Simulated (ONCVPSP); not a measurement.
**Pseudopotential generation for F: ONCV, LDA (Perdew-Zunger)**

Task: generate the file, and judge it by its errors in other configurations, its logarithmic derivatives, its ghosts and its cutoff.

Program: ONCVPSP 4.0.1. Reference atom: LDA (Perdew-Zunger), scalar-relativistic, spherical and spin-unpolarised. All values are calculated.

### Step 1. The atom and the settings

The settings as typed:

```json
{
  "element": "fluorine (F, Z = 9)",
  "type": "optimised norm-conserving Vanderbilt (ONCV)",
  "frozen core": "[He]",
  "valence charge": "7",
  "reference configuration": "2s2 2p4.5 (charge +0.5)",
  "partial waves": "2s: rc 0.80 bohr, ncon 4, nbas 9, qcut 7.3 1/bohr, 2 projectors, debl 1 Ha; 2p: rc 1.60 bohr, ncon 4, nbas 8, qcut 9.2 1/bohr, 2 projectors, debl 2.9 Ha",
  "local potential": "polynomial inside 0.55 bohr (lpopt 5, dvloc0 6 Ha)",
  "core correction": "Teter function, fcfact 4.5, rcfact 1.2"
}
```

An earlier all-electron run gives the scale for the radii.

All-electron outer shells of the reference configuration (LDA (Perdew-Zunger), scalar-relativistic, ld1.x):

```
shell  level (eV)  outermost node (bohr)  outermost maximum (bohr)
   1s     -668.61                      –                      0.12
   2s      -37.92                   0.24                      0.76
   2p      -19.40                      –                      0.69
```

### Step 2. The generation run

Contents of F.dat:

```
# ATOM AND REFERENCE CONFIGURATION
# atsym  z   nc   nv     iexc    psfile
  F 9.00    1    2        3      upf
#
#   n    l    f
    1    0    2.00
    2    0    2.00
    2    1    4.50
#
# PSEUDOPOTENTIAL AND OPTIMIZATION
# lmax
    1
#
#   l,   rc,      ep,       ncon, nbas, qcut
    0    0.80    0.00    4    9    7.30
    1    1.60    0.00    4    8    9.20
#
# LOCAL POTENTIAL
# lloc, lpopt,  rc(5),   dvloc0
    4    5    0.55    6.00
#
# VANDERBILT-KLEINMAN-BYLANDER PROJECTORs
# l, nproj, debl
    0    2    1.00
    1    2    2.90
#
# MODEL CORE CHARGE
# icmod, fcfact, rcfact
    3    4.50    1.20
#
# LOG DERIVATIVE ANALYSIS
# epsh1, epsh2, depsh
   -3.00    5.00    0.02
#
# OUTPUT GRID
# rlmax, drl
    6.00    0.01
#
# TEST CONFIGURATIONS
# ncnf
    4
# nvcnf
#   n    l    f
    2
    2    0    2.00
    2    1    5.00
#
    2
    2    0    2.00
    2    1    4.00
#
    2
    2    0    2.00
    2    1    3.00
#
    2
    2    0    1.00
    2    1    5.00
#
```

Started as:

```bash
$ oncvpsp.x < F.dat > F.out
```

Before running it: what results should come out? Wanted: cutoffs for 1 and 0.1 mHa per electron, occupied waves; bound ghosts; GHOST(+) flags; largest test error; largest phase difference near zero energy, channels read; rms error of d²Exc/dn², without and with the model core; projector energies reset by the program.

**Answer**, as computed:

| quantity | value |
| --- | --- |
| cutoffs for 1 and 0.1 mHa per electron, occupied waves | 221 Ha and 368 Ha |
| bound ghosts | none found |
| GHOST(+) flags | none at low energy |
| largest test error (AE − PS) | +324 meV, for 2s2 2p3 |
| largest phase difference near zero energy, channels read | 0.000 rad |
| rms error of d²Exc/dn², without and with the model core | 2.53 and 1.74 mHa |
| projector energies reset by the program | s: -1.394, 0.250 Ha |

**Reading.** The worst unpolarised test, 2s2 2p3, is off by 324 meV on 50.4 eV; by total energies transferability rates as poor. That test lies far up in energy; among those under 40 eV, nearer to bonding, the largest error is 43 meV. The potential is very hard: the looser tolerance needs 221 Ha. At the looser tolerance the 2s wave is the slowest; 2p needs 29 Ha. No bound ghost shows below the valence levels. Near zero energy the phases of the channels with partial waves agree within 0.001 rad. All of this concerns the isolated atom, not yet a solid.
